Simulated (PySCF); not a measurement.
# F7Ti ([TiF7]3-): the cost of one run

Computed with PySCF 2.14.0 and routines of our own; the level stands in each step. Atoms count from 0.

## 1. The starting structure

8 atoms, charge -3, multiplicity 1; geometry from: GFN2-xTB.

## 2. Magnetic properties: GIAO PBE0/def2-SVP Ti:def2-TZVP

What the job is given:

```
{"job": {"kind": "mag", "xc": "PBE0", "basis": {"default": "def2-SVP", "Ti": "def2-TZVP"}}, "charge": -3, "multiplicity": 1}
Ti     0.057980    -0.041830    -0.033770
F      0.195050    -0.164340     1.827910
F      0.465830    -0.317450    -2.017350
F      2.076100     0.216270     0.166230
F      0.195380     1.745520    -0.571670
F     -1.899170     1.352910     1.069660
F     -1.582140    -0.756660    -0.579690
F      0.490960    -2.034420     0.138680
```

With the program's defaults for keys left out, this is: GIAO PBE0/def2-SVP Ti:def2-TZVP magnetisability, rotational g tensor and spin-rotation constants, non-relativistic, gas phase.

Started as:

```sh
OMP_NUM_THREADS=1 python excited_run.py task.json out
```

The driver reads the jobs from task.json and runs them one after another.

Q: Estimate the wall time and peak memory of this first job on 1 thread of Arm Neoverse V1, shared host.

About 22 s, with a peak of 1.1 GiB.
